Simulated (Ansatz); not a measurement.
This script drives Ansatz 0.2.0, Python API.

Script `ch4o2si.py`:
```python
'''Energy of CH4O2Si as one group turns about a bond.'''

import ansatz as az
from ase import Atoms


def main() -> None:
    atoms = Atoms(['O', 'C', 'O', 'Si', 'H', 'H', 'H', 'H'], positions=[
        (1.5031, -0.2613, 1.3767),
        (1.4483, 0.3055, 0.2621),
        (0.3877, 0.4097, -0.6144),
        (-1.0074, -0.1925, -0.2752),
        (2.339, 0.7822, -0.2016),
        (-1.9701, 0.0947, -1.4279),
        (-0.9871, -1.6725, -0.0915),
        (-1.6213, 0.4771, 0.9161),
    ])

    # relax first, so that the scan starts from a minimum
    first = (
        az.Crystal.molecule_from_ase(atoms).calculation()
        .basis(gaussian='6-31G*')
        .functional('PBE', dispersion='d3bj')
        .relax(force_tolerance=0.02, max_steps=80)  # relax until the tolerances are met
    )
    atoms.positions = first.run().report['positions_ang']

    start = atoms.get_dihedral(1, 2, 3, 5)
    energies = {}
    for turn in range(0, 121, 20):
        turned = atoms.copy()
        turned.set_dihedral(1, 2, 3, 5, start + turn, indices=[3, 5, 6, 7])
        job = (
            az.Crystal.molecule_from_ase(turned).calculation()
            .basis(gaussian='6-31G*')
            .functional('PBE', dispersion='d3bj')
        )
        energies[round((start + turn) % 360)] = job.run().report['free_energy_ev']
    floor = min(energies.values())
    print('dihedral C1-O2-Si3-H5 (deg)   E - E(min) (kcal/mol)')
    for angle, e in sorted(energies.items()):
        print(f'{angle:8d} {23.060548 * (e - floor):14.3f}  ' + '#' * int(30 * (e - floor) / max(max(energies.values()) - floor, 1e-9)))


if __name__ == '__main__':
    main()
```

It is started by `python ch4o2si.py`. Estimate its wall time and peak memory on 1 thread of Arm Neoverse V2 (shared host).

It took about 26 s, with a peak of 0.21 GiB, for 8 runs of the engine.

`python ch4o2si.py` gives:
```text
dihedral C1-O2-Si3-H5 (deg)   E - E(min) (kcal/mol)
     180          0.000
     200          1.189  ######
     220          3.866  ####################
     240          5.668  ##############################
     260          4.964  ##########################
     280          3.052  ################
     300          2.373  ############
```

The scan is rigid and the energies are electronic, in a modest basis. With rigid groups the curve can differ much from the relaxed path, the start wasn't checked as a minimum of this torsion, and equivalent turns needn't return to the same energy.

(A comment or docstring line of the script was reworded after the run, the code is as it ran.)
